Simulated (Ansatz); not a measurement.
# SnO2: the cost of one run

Method: DFT PBE, scalar-relativistic, plane waves, PAW, in Ansatz 0.2.0.

4 further runs of the same task are left out: 1 that didn't finish, 3 set aside as unsound or not needed. Runs told in other sessions of the task aren't counted.

## Step 1: The system as given

The structure is tetragonal, space group P4_2/mnm (No. 136). The conventional cell has a = 4.828 Å, b = 4.828 Å, c = 3.238 Å, α = 90.00°, β = 90.00°, γ = 90.00°. Sn (site symmetry mmm) is surrounded by 6 O at 2.09 Å. O (site symmetry m2m) has 3 Sn at 2.09 Å in its first shell of neighbours.

Coordinates:

```
Sn O
1.0
     4.82771    0.00000    0.00000
     0.00000    4.82771    0.00000
     0.00000    0.00000    3.23799
Sn O
2 4
Direct
  0.00000 0.00000 0.00000
  0.50000 0.50000 0.50000
  0.30661 0.30661 0.00000
  0.19339 0.80661 0.50000
  0.69339 0.69339 0.00000
  0.80661 0.19339 0.50000
```

This cell was relaxed beforehand with the same method: volume 12.58 Å³/atom, gap on the mesh 0.68 eV.

## Step 2: Zero of energy

The reference gives a free energy of -14317.9692 eV, pressure 0.00 GPa, largest force 0.004 eV/Å and gap on the mesh 0.68 eV. It was computed beforehand with the settings of the runs below.

## Step 3: Harmonic modes of this cell

File input.yaml:

```yaml
crystal:
  lattice:
    - [4.8277050007, 0.0, 0.0]
    - [0.0, 4.8277050007, 0.0]
    - [0.0, 0.0, 3.2379909335]
  atoms:
    - { symbol: Sn, position: [0.0, 0.0, 0.0] }
    - { symbol: Sn, position: [0.5, 0.5, 0.5] }
    - { symbol: O, position: [0.3066050867, 0.3066050867, 0.0] }
    - { symbol: O, position: [0.1933949133, 0.8066050867, 0.5] }
    - { symbol: O, position: [0.6933949133, 0.6933949133, 0.0] }
    - { symbol: O, position: [0.8066050867, 0.1933949133, 0.5] }
basis:
  ecutwfc: 420
kpoints:
  mp_grid: { grid: [6, 6, 8] }
hamiltonian:
  xc: pbe
scf:
  occupations: { method: gaussian, width: 0.05 }
output:
  eigenvalues: true
phonons:
  method: fd
  supercell: [1, 1, 1]
  amplitude: 0.02
  eigenvectors: true
  dielectric: false
```

Command:

```sh
> ansatz run input.yaml --threads 2 --pin off --max-ram 5120MiB --backend cpu --events-out ev --progress --plain --runs-dir out
```

Q: Estimate wall time and peak memory on 2 threads of Arm Neoverse V2, shared host.

About 47 s, with a peak of 0.55 GiB.
